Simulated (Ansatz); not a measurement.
Set up this calculation in Ansatz 0.2.0, as the native input.

```yaml
Task: single point
Functional: PBE
Potentials_or_basis: Ansatz NC
Cutoff: "1400 eV (not typed: the program's choice for these potentials)"
k_mesh: 5 × 5 × 4
Occupations: fermi-dirac, width 0.05 eV
Spin: collinear spin, ferromagnetic start
Starting_moments: "[0.0, 0.0, 0.0, 0.0, 1.0, 0.0, 0.0, 0.0, 0.0, 0.0, 0.0, 0.0, 0.0, 0.0, 0.0, 0.0] μB"
```

The system is Ta4NiO11.

```
Ta Ni O
1.0
     5.29285   -0.00032   -0.02518
    -0.04190    5.33569    0.02340
    -0.47620   -0.07999    7.89609
Ta Ni O
4 1 11
Direct
  0.52261 0.46364 0.51843
  0.55532 0.53163 0.98083
  0.02338 0.98832 0.50961
  0.04916 0.02484 0.01689
  0.06538 0.57998 0.26898
  0.96711 0.93834 0.23892
  0.21005 0.28324 0.42990
  0.27287 0.71995 0.06145
  0.33888 0.23820 0.03682
  0.30665 0.75341 0.45874
  0.50103 0.44858 0.74991
  0.70564 0.16332 0.48732
  0.73302 0.83358 0.94060
  0.85284 0.36497 0.07896
  0.81889 0.65561 0.47584
  0.07718 0.01239 0.74680
```

The cell was built by a generator and needn't be a form met in nature.

The input as run:

input.yaml

```yaml
crystal:
  lattice:
    - [5.29285, -0.00032, -0.02518]
    - [-0.0419, 5.33569, 0.0234]
    - [-0.4762, -0.07999, 7.89609]
  atoms:
    - { symbol: Ta, position: [0.52261, 0.46364, 0.51843] }
    - { symbol: Ta, position: [0.55532, 0.53163, 0.98083] }
    - { symbol: Ta, position: [0.02338, 0.98832, 0.50961] }
    - { symbol: Ta, position: [0.04916, 0.02484, 0.01689] }
    - { symbol: Ni, position: [0.06538, 0.57998, 0.26898], spin: 1.0 }
    - { symbol: O, position: [0.96711, 0.93834, 0.23892] }
    - { symbol: O, position: [0.21005, 0.28324, 0.4299] }
    - { symbol: O, position: [0.27287, 0.71995, 0.06145] }
    - { symbol: O, position: [0.33888, 0.2382, 0.03682] }
    - { symbol: O, position: [0.30665, 0.75341, 0.45874] }
    - { symbol: O, position: [0.50103, 0.44858, 0.74991] }
    - { symbol: O, position: [0.70564, 0.16332, 0.48732] }
    - { symbol: O, position: [0.73302, 0.83358, 0.9406] }
    - { symbol: O, position: [0.85284, 0.36497, 0.07896] }
    - { symbol: O, position: [0.81889, 0.65561, 0.47584] }
    - { symbol: O, position: [0.07718, 0.01239, 0.7468] }
hamiltonian:
  xc: pbe
  pseudopotentials: { kind: nc }
magnetization:
  spin_polarized: true
kpoints:
  mp_grid: { grid: [5, 5, 4] }
scf:
  occupations: { method: fermi_dirac, width: 0.05 }
output:
  forces: true
  stress: true
  eigenvalues: true
  write_density: true
  write_potential: true
  elf: true
  volumetric_format: npy
```

Potentials or basis: Ansatz NC.

Launch:

```sh
$ ansatz run input.yaml --threads 8 --pin off --max-ram 20480MiB --backend cpu --events-out ev --progress --plain --runs-dir out
```

Results of the run:

```json
{
 "Pressure": "0.1 GPa",
 "Largest force": "0.034 eV/Å",
 "Band gap on the k mesh": "1.29 eV, indirect (least direct gap 1.38 eV)",
 "Net moment": "2.00 μB per cell",
 "Absolute moment": "2.10 μB per cell",
 "Site moments": "Ta +0.00; Ni +1.52; O +0.09, +0.04, +0.06, +0.00, +0.07, +0.05 μB"
}
```

Caveat: odd divisions of the mesh miss points on the zone boundary, where band edges often lie, so the gap on the mesh can be too wide; spin-orbit coupling is left out, which moves the levels of the heavy elements; a cell with one magnetic atom can't hold antiferromagnetic order, which such compounds often take.

It took 6.4 min on 8 threads of Intel(R) Xeon(R) CPU @ 2.60GHz (Ice Lake), on a shared host, peak memory 11 GiB.
